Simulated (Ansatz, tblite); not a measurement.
# (H2In-mu-F)2 (In₂H₄F₂): removing and adding an electron

The task here is to estimate one member of a computed series from the others.

Program: Ansatz 0.2.0, Gaussian basis. Level of theory: as each input shows. These are calculated values, not measurements.

The runs, in order: charge +1 doublet, at the geometry of the singlet (PBE0-D4/def2-TZVP, PBE-D4/def2-TZVP, r2SCAN-D4/def2-TZVP, HSE06-D4/def2-TZVP, BLYP-D4/def2-TZVP, ωB97M-V/def2-TZVP, revPBE-D4/def2-TZVP, r2SCANh-D4/def2-TZVP); charge -1 doublet, at the geometry of the singlet (PBE0-D4/def2-TZVPD, PBE-D4/def2-TZVPD, r2SCAN-D4/def2-TZVPD); charge -1 doublet, relaxed (PBE0-D4/def2-TZVPD, PBE-D4/def2-TZVPD); the starting singlet's energies come from earlier runs.

2 further runs of the same task are left out: 1 for a known fault of the program, 1 set aside as unsound or not needed.

## The geometry

The singlet was relaxed beforehand with B3LYP-D4/def2-SVP.

8 atoms, charge 0, spin multiplicity 1.

Atoms are counted from 1 here; the program's logs count them from 0.

Bond lengths: In1–H2 1.712 Å, In1–H3 1.712 Å, In1–F4 2.157 Å, In1–F8 2.157 Å, F4–In5 2.157 Å, In5–H6 1.712 Å, In5–H7 1.712 Å, In5–F8 2.157 Å. Angles: H2–In1–H3 141.8°, H2–In1–F4 105.0°, H2–In1–F8 105.0°, H3–In1–F4 104.9°, H3–In1–F8 104.9°, F4–In1–F8 75.9°, In1–F4–In5 104.1°, F4–In5–H6 104.9°, F4–In5–H7 105.0°, F4–In5–F8 75.9°, H6–In5–H7 141.8°, H6–In5–F8 104.9°, H7–In5–F8 105.0°, In1–F8–In5 104.1°.

In takes a core potential in the def2 sets. No spin-orbit coupling is included.

Set-up of the first run:

Contents of in.yaml:

```yaml
crystal:
  periodic: [false, false, false]
  atoms:
    - {symbol: In, position_ang: [0.094725, -1.051072, -1.333868]}
    - {symbol: H, position_ang: [0.977951, -0.296361, -2.591697]}
    - {symbol: H, position_ang: [-0.730652, -2.501867, -0.951509]}
    - {symbol: F, position_ang: [-1.120342, 0.517511, -0.486658]}
    - {symbol: In, position_ang: [-0.095090, 1.050614, 1.334219]}
    - {symbol: H, position_ang: [-0.980926, 0.279452, 2.580350]}
    - {symbol: H, position_ang: [0.725753, 2.508562, 0.970330]}
    - {symbol: F, position_ang: [1.128561, -0.506828, 0.478834]}
basis:
  gaussian: {orbitals: def2-SVP}
total_charge: 1
magnetization: {spin_polarized: true, initial_magnetization: 1}
hamiltonian: {xc: pbe0, dispersion: d4}
output: {orbitals: {seedname: orbitals}}
```

Run with:

```console
ansatz run in.yaml --threads 2 --pin off --events-out ev --progress --plain --max-ram 4352MiB
```

Steps of the session up to this table: Charge +1 doublet at the fixed geometry, first pass, PBE0-D4/def2-SVP; Charge +1 doublet at the fixed geometry, PBE0-D4/def2-TZVP; Charge +1 doublet at the fixed geometry, PBE-D4/def2-TZVP; Charge +1 doublet at the fixed geometry, r2SCAN-D4/def2-TZVP; Charge +1 doublet at the fixed geometry, HSE06-D4/def2-TZVP; Charge +1 doublet at the fixed geometry, BLYP-D4/def2-TZVP; Charge +1 doublet at the fixed geometry, ωB97M-V/def2-TZVP; Charge +1 doublet at the fixed geometry, revPBE-D4/def2-TZVP; Charge +1 doublet at the fixed geometry, r2SCANh-D4/def2-TZVP.

One table of the session follows, with a row left open; its other results are not shown here.

Beside −ε(HOMO) of the starting state:

| level | −ε(HOMO) (eV) | by difference (eV) | mismatch (eV) |
| --- | --- | --- | --- |
| PBE-D4/def2-TZVP | 7.27 | 9.84 | -2.57 |
| revPBE-D4/def2-TZVP | 7.23 | 9.83 | -2.61 |
| BLYP-D4/def2-TZVP | 7.19 | 9.78 | -2.59 |
| r2SCAN-D4/def2-TZVP | 7.61 | 10.08 | -2.47 |
| r2SCANh-D4/def2-TZVP | 8.08 | 10.27 | -2.19 |
| PBE0-D4/def2-TZVP | ? | ? | ? |
| HSE06-D4/def2-TZVP | 8.15 | 10.35 | -2.20 |
| ωB97M-V/def2-TZVP | 10.76 | 10.97 | -0.21 |

Q: Estimate the row for PBE0-D4/def2-TZVP from the others.

**Answer.** −ε(HOMO) (eV): 8.55; by difference (eV): 10.40; mismatch (eV): -1.85. In the column «−ε(HOMO) (eV)» it lies between HSE06-D4/def2-TZVP (8.15) and ωB97M-V/def2-TZVP (10.76).
